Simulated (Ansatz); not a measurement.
# C2H4BClO2: a ladder of functionals and wavefunction methods

One table from this session's results is given with a row withheld; the runs are named, their logs left out.

Computed with Ansatz 0.2.0, Gaussian basis. Level: functionals in def2-TZVPP, the program's frozen cores in correlated methods.

Levels to be run: LDA (SPW92), PBE-D4, revPBE-D4, BLYP-D4, r2SCAN-D4, B97M-V, PBE0-D4, B3LYP-D4, r2SCANh-D4, r2SCAN0-D4, HSE06-D4, BHLYP-D4, CAM-B3LYP-D4, LC-ωPBE, ωB97X-V, ωB97M-V, B2PLYP, PBE-QIDH; CCSD(T)/def2-SVP; CCSD(T)/def2-TZVPP; MP2/def2-QZVPP; extrapolation to the limit; RPA on PBE.

### The relaxed structure

The geometry comes from an earlier relaxation with PBE0-D4 in a triple-zeta def2 set; it is a stationary point, not always the lowest conformer.

SMILES `CC(=O)OBCl`, 10 atoms, charge 0, spin multiplicity 1.

Atoms are counted from 1 here; the program's logs count them from 0.

Bond lengths: C1–C2 1.491 Å, C1–H7 1.092 Å, C1–H8 1.092 Å, C1–H9 1.087 Å, C2–O3 1.190 Å, C2–O4 1.380 Å, O4–B5 1.361 Å, B5–Cl6 1.745 Å, B5–H10 1.186 Å. Angles: C2–C1–H7 109.7°, C2–C1–H8 109.3°, C2–C1–H9 109.9°, H7–C1–H8 107.0°, H7–C1–H9 110.4°, H8–C1–H9 110.4°, C1–C2–O3 126.8°, C1–C2–O4 110.6°, O3–C2–O4 122.6°, C2–O4–B5 122.1°, O4–B5–Cl6 116.7°, O4–B5–H10 123.0°, Cl6–B5–H10 120.2°.

The first run:

in.yaml

```yaml
crystal:
  periodic: [false, false, false]
  atoms:
    - {symbol: C, position_ang: [0.215049, -1.656577, -0.155992]}
    - {symbol: C, position_ang: [0.585665, -0.230877, 0.073473]}
    - {symbol: O, position_ang: [1.685027, 0.223606, 0.105495]}
    - {symbol: O, position_ang: [-0.541719, 0.534178, 0.292069]}
    - {symbol: B, position_ang: [-0.547793, 1.882392, 0.106698]}
    - {symbol: Cl, position_ang: [-1.981993, 2.737738, 0.612628]}
    - {symbol: H, position_ang: [-0.447924, -1.730394, -1.020518]}
    - {symbol: H, position_ang: [-0.341675, -2.028953, 0.706450]}
    - {symbol: H, position_ang: [1.110985, -2.251197, -0.312878]}
    - {symbol: H, position_ang: [0.347477, 2.469083, -0.404423]}
basis:
  gaussian: {orbitals: def2-TZVPP}
hamiltonian: {xc: lda}
output: {orbitals: {seedname: orbitals}}
```

Steps of the session up to this table: LDA; PBE-D4 (GGA); revPBE-D4 (GGA); BLYP-D4 (GGA); r2SCAN-D4 (meta-GGA); B97M-V (meta-GGA); PBE0-D4 (hybrid); B3LYP-D4 (hybrid); r2SCANh-D4 (hybrid); r2SCAN0-D4 (hybrid); HSE06-D4 (hybrid); BHLYP-D4 (hybrid); CAM-B3LYP-D4 (range-separated); LC-ωPBE-D4 (range-separated; the results give it without D4); ωB97X-V (range-separated); ωB97M-V (range-separated); B2PLYP (double hybrid); PBE-QIDH (double hybrid).

One of the session's tables, all rows but one given; the rest of the session is left out.

It belongs to the step «Orbital energies across the functionals». 

| functional | HOMO (eV) | gap (eV) |
| --- | --- | --- |
| LDA (SPW92) | -7.08 | 4.48 |
| PBE-D4 | -6.88 | 4.57 |
| revPBE-D4 | -6.80 | 4.61 |
| BLYP-D4 | ? | ? |
| r2SCAN-D4 | -7.22 | 5.22 |
| B97M-V | -7.35 | 5.44 |
| PBE0-D4 | -8.54 | 7.28 |
| B3LYP-D4 | -8.28 | 6.79 |
| r2SCANh-D4 | -7.85 | 6.22 |
| r2SCAN0-D4 | -8.79 | 7.72 |
| HSE06-D4 | -8.13 | 6.49 |
| BHLYP-D4 | -10.09 | 9.99 |
| CAM-B3LYP-D4 | -10.02 | 9.91 |
| LC-ωPBE | -11.36 | 12.45 |
| ωB97X-V | -11.01 | 12.04 |
| ωB97M-V | -10.94 | 11.80 |

**Question.** Estimate the row for BLYP-D4.

Worked estimate for «HOMO (eV)». Against the share of exact exchange, B3LYP-D4 (0.2, -8.28), BHLYP-D4 (0.5, -10.09) give a slope of -6.03 per unit share; at 0 the line stands at -7.07.

As computed: HOMO (eV): -6.78; gap (eV): 4.62. In «HOMO (eV)» the line misses by -0.29.
